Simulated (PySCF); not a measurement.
# C4H6F2O: the cost of one run

The runs use PySCF 2.14.0, with density-fitted response routines of our own; the level of theory stands in each step. All values are computed, except where a source is named. Atoms are numbered from 0 throughout.

## (1) The starting structure

13 atoms, charge 0, multiplicity 1; geometry from: GFN2-xTB. The atoms were then displaced at random by about 0.01 Å, so the start is not that level's minimum.

Bonds of the start (Å): C0–C1 1.51, C1–C2 1.51, C2–F3 1.38, C2–F4 1.36, C1–C5 1.48, C5–O6 1.40, O6–C1 1.39, C0–H7 1.10, C0–H8 1.09, C0–H9 1.06, C2–H10 1.10, C5–H11 1.08, C5–H12 1.07.

## (2) Optimising the geometry at PBE0-D3(BJ)/def2-SVP

What the job is given:

```
{"job": {"xc": "PBE0", "basis": "def2-SVP", "d3": "d3bj", "grid": 1, "shake": 0.01, "kind": "geom"}, "charge": 0, "multiplicity": 1}
C     -0.980190    -1.040050     0.343770
C     -0.111100     0.072370    -0.196360
C      1.359140    -0.260150    -0.216780
F      1.922360    -0.177350     1.045280
F      1.598560    -1.531770    -0.630780
C     -0.460380     1.501500    -0.063070
O     -0.530140     0.826520    -1.288240
H     -2.023780    -0.695410     0.281580
H     -0.737250    -1.223920     1.391940
H     -0.877530    -1.920640    -0.242700
H      1.945560     0.416320    -0.848620
H     -1.396420     1.762190     0.402850
H      0.297010     2.253500     0.010810
```

Run with:

```bash
> OMP_NUM_THREADS=1 python probes_run.py task.json out
```

This one command runs all jobs of the session in turn.

Q: Estimate the wall time and peak memory of this first job on 1 thread of Arm Neoverse V2, shared host.

About 72 s, with a peak of 0.51 GiB.
